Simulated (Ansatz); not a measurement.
I need a projected density of states of Cs₂KLaF₆, space group Fm-3m. Use Ansatz 0.2.0 through its Python package. Use: r2SCAN, PAW, cutoff 650 eV, 3×3×3 k-points, fixed occupations.

`POSCAR_cs2klaf6`
```text
Cs2KLaF6
1.0
   0.00000000    4.93377400    4.93377400
   4.93377400    0.00000000    4.93377400
   4.93377400    4.93377400    0.00000000
K Cs La F
1 2 1 6
Direct
   0.50000000    0.50000000    0.50000000
   0.25000000    0.25000000    0.25000000
   0.75000000    0.75000000    0.75000000
   0.00000000    0.00000000    0.00000000
   0.76381000    0.23619000    0.23619000
   0.23619000    0.76381000    0.76381000
   0.23619000    0.76381000    0.23619000
   0.76381000    0.23619000    0.76381000
   0.23619000    0.23619000    0.76381000
   0.76381000    0.76381000    0.23619000
```

`cs2klaf6.py`
```python
"""Projected density of states of Cs2KLaF6."""

import ansatz as az
from ase.io import read
import numpy as np

atoms = read("POSCAR_cs2klaf6", format="vasp")
system = az.Crystal.from_ase(atoms)

setup = system.calculation()
setup = setup.kpoints(3, 3, 3).occupations("fixed")
setup = setup.basis(650)
setup = setup.functional(az.Functional.R2SCAN).scf(extra_bands=26)
setup = setup.density_of_states(projected=True, energy_step=0.05)
history = []
result = setup.session().plan().execute(on_event=lambda event: history.append(event["data"]["dr2_ev"]) if event["event"] == "scf_iter" else None)
report = result.report
print("density residual by iteration (eV):", " ".join(f"{value:.1e}" for value in history[:40]))

dos = result.density_of_states()
energy = np.asarray(dos.energies_ev) - dos.fermi_ev
curves = {}
for site in result.projected_density_of_states().sites:
    for shell in site.shells:
        weight = sum(np.sum(curve.g_bin_mean_per_ev, axis=0) for curve in shell.curves)
        name = f"{site.species} {shell.label}"
        curves[name] = curves.get(name, 0) + weight

print("E-EF   " + " ".join(f"{name:>8s}" for name in curves))
for e in np.arange(-8, 6 + 0.1, 0.5):
    print(f"{e:5.1f}  " + " ".join(f"{np.interp(e, energy, g):8.3f}" for g in curves.values()))
```

```console
$ python cs2klaf6.py
density residual by iteration (eV): 2.4e-01 1.9e-02 4.1e-03 1.9e-04 1.6e-05 6.9e-07 7.6e-08
E-EF       K 3S     K 4S     K 3P    Cs 5S    Cs 6S    Cs 5P    La 5S    La 6S    La 5P    La 5D    La 4F     F 2S     F 2P
 -8.0     0.000    0.000    0.000    0.000    0.000    0.000    0.000    0.000    0.000    0.000    0.000    0.000    0.000
 -7.5     0.000    0.000    0.000    0.000    0.000    0.000    0.000    0.000    0.000    0.000    0.000    0.000    0.000
 -7.0     0.000    0.000    0.000    0.000    0.000    0.000    0.000    0.000    0.000    0.000    0.000    0.000    0.000
 -6.5     0.000    0.000    0.000    0.000    0.000    0.000    0.000    0.000    0.000    0.000    0.000    0.000    0.000
 -6.0     0.000    0.000    0.000    0.000    0.000    0.000    0.000    0.000    0.000    0.000    0.000    0.000    0.000
 -5.5     0.000    0.000    0.000    0.000    0.000    0.000    0.000    0.000    0.000    0.000    0.000    0.000    0.000
 -5.0     0.000    0.000    0.000    0.000    0.000    0.000    0.000    0.000    0.000    0.000    0.000    0.000    0.000
 -4.5     0.000    0.000    0.000    0.000    0.000    0.000    0.000    0.000    0.000    0.000    0.000    0.000    0.000
 -4.0     0.000    0.000    0.000    0.000    0.000    0.000    0.000    0.000    0.000    0.000    0.000    0.000    0.000
 -3.5     0.000    0.000    0.000    0.000    0.000    0.000    0.000    0.000    0.000    0.000    0.000    0.000    0.000
 -3.0     0.000    0.000    0.000    0.000    0.000    0.000    0.000    0.000    0.000    0.000    0.000    0.000    0.000
 -2.5     0.000    0.000    0.000    0.000    0.000    0.000    0.000    0.000    0.000    0.000    0.000    0.000    0.000
 -2.0     0.000    0.000    0.000    0.000    0.000    0.000    0.000    0.000    0.000    0.000    0.000    0.000    0.000
 -1.5     0.000    0.000    0.000    0.000    0.000    0.000    0.000    0.000    0.000    0.000    0.000    0.000    0.000
 -1.0     0.000    0.003    0.014    0.016    0.148    0.178    0.002    0.006    0.001    1.357    0.008    0.003   12.547
 -0.5     0.000    0.004    0.020    0.000    0.006    0.434    0.001    0.001    0.010    0.016    0.758    0.004   48.940
  0.0     0.000    0.000    0.115    0.000    0.000    0.006    0.000    0.000    0.658    0.001    0.193    0.002   11.735
  0.5     0.000    0.000    0.000    0.000    0.000    0.000    0.000    0.000    0.000    0.000    0.000    0.000    0.000
  1.0     0.000    0.000    0.000    0.000    0.000    0.000    0.000    0.000    0.000    0.000    0.000    0.000    0.000
  1.5     0.000    0.000    0.000    0.000    0.000    0.000    0.000    0.000    0.000    0.000    0.000    0.000    0.000
  2.0     0.000    0.000    0.000    0.000    0.000    0.000    0.000    0.000    0.000    0.000    0.000    0.000    0.000
  2.5     0.000    0.000    0.000    0.000    0.000    0.000    0.000    0.000    0.000    0.000    0.000    0.000    0.000
  3.0     0.000    0.000    0.000    0.000    0.000    0.000    0.000    0.000    0.000    0.000    0.000    0.000    0.000
  3.5     0.000    0.000    0.000    0.000    0.000    0.000    0.000    0.000    0.000    0.000    0.000    0.000    0.000
  4.0     0.000    0.000    0.000    0.000    0.000    0.000    0.000    0.000    0.000    0.000    0.000    0.000    0.000
  4.5     0.000    0.000    0.000    0.000    0.000    0.000    0.000    0.000    0.000    0.000    0.000    0.000    0.000
  5.0     0.000    0.000    0.000    0.000    0.000    0.000    0.000    0.000    0.000    0.000    0.000    0.000    0.000
  5.5     0.000    0.000    0.000    0.000    0.000    0.000    0.000    0.000    0.000    0.000    0.000    0.000    0.000
  6.0     0.000    0.000    0.000    0.000    0.000    0.000    0.000    0.000    0.000    0.000    0.000    0.000    0.000
```

Notes:
- Along an axis with an odd division the mesh misses the point at one half; a gap read on a finite mesh is an upper bound on this functional's gap.
- Semilocal gaps usually lie well under measured ones.
- With fixed filling the reported Fermi level is the top filled level among the k-points of the SCF.
- The empty d shell of the heavier alkali and alkaline-earth atoms, which makes much of a conduction band, may have no channel.
- The crystal has a gap of about 6.79 eV on the mesh; bins of finite width blur the band edges.
- This cell is a computed structure, which may not be the phase found in nature.
- Curves are summed over the cell's atoms. Only shells that the potentials hold have channels, so projections don't add up to the total, least of all where a shell is missing (p of most metals); heights and places of peaks move with the mesh.
- The density of states is complete only as far up as bands were computed.
- The whole script took 23 s on 1 thread of Arm Neoverse V1, on a shared host, peak memory 1.4 GiB.

(Lines on the test bed's own set-up are left out of the output.)
